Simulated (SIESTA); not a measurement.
Crystal: MgMn2O4.

```
CELL_PARAMETERS angstrom
3.06167 0.00000 0.00000
-1.53084 2.65149 0.00000
0.00000 0.00000 10.03561
ATOMIC_POSITIONS crystal
Mn 0.00000 0.00000 0.26927
Mn 0.00000 0.00000 0.73073
Mg 0.00000 0.00000 0.00000
O 0.33333 0.66667 0.34872
O 0.33333 0.66667 0.87598
O 0.66667 0.33333 0.65128
O 0.66667 0.33333 0.12402
```

The cell comes from a database or a generator and needn't be the stable form of this composition.

```yaml
Program: SIESTA 5.4.2
Task: single point
Functional: PBEsol
Potentials_or_basis: PseudoDojo 0.4 standard (PBEsol files)
Basis: DZP (energy shift 0.003 Ry; two zetas on semicore shells)
Grid_cutoff: 800 Ry
Energy_shift: 0.003 Ry
k_mesh: 10 × 10 × 3
Occupations: fermi-dirac, width 0.05 eV
Spin: collinear spin, ferromagnetic start
Starting_moments: "[4.0, 4.0, 0.0, 0.0, 0.0, 0.0, 0.0] μB"
```

On this cell: pressure -9.1 GPa; largest force 0.755 eV/Å; net moment 8.00 μB per cell; site moments Mn +3.87; Mg +0.01; O +0.04, +0.09 μB; band gap on the k mesh none (metal or under the smearing width).

The same run follows on a disturbed copy (atoms moved at random, drawn with an rms of 0.05 Å):

```xyz
7
Lattice="3.0617 0.0000 0.0000 -1.5308 2.6515 0.0000 0.0000 0.0000 10.0356" Properties=species:S:1:pos:R:3 pbc="T T T"
Mn    0.0545    0.0095    2.6826
Mn    0.0056   -0.0042    7.3364
Mg    0.0018   -0.0062   -0.0313
O     0.0015    1.7766    3.5007
O    -0.0309    1.8014    8.8110
O     1.5188    0.9192    6.5274
O     1.5319    0.8776    1.2728
```

Problem. What does the disturbed cell give?

Solution. The energy (extrapolated to zero smearing) moves by +6.4 meV/atom; pressure -9.1 GPa; largest force 0.945 eV/Å; net moment 8.00 μB per cell; site moments Mn +3.84, +3.90; Mg +0.01; O +0.03, +0.09, +0.05, +0.08 μB; band gap on the k mesh none (metal or under the smearing width).

Forces on the atoms (eV/Å):
```
Mn  -0.344  0.014  0.532
Mn  -0.108  0.267 -0.730
Mg  -0.140  0.111  0.400
O    0.335 -0.013 -0.876
O    0.141 -0.165 -0.334
O    0.092 -0.238  0.910
O    0.024  0.026  0.096
```

Stress tensor (GPa, compression positive):
```
-11.32  -0.25   0.14
 -0.25 -10.53   0.65
  0.14   0.65  -5.45
```

Caveats: short orbitals over semicore shells can move pressures by several GPa; the basis of atomic orbitals isn't converged, which shifts pressures, moduli and gaps; semilocal functionals often make such compounds metallic where correlation or magnetic order opens a gap, which also shifts bond lengths; only a ferromagnetic start was run, and an antiferromagnetic order may lie lower in energy.
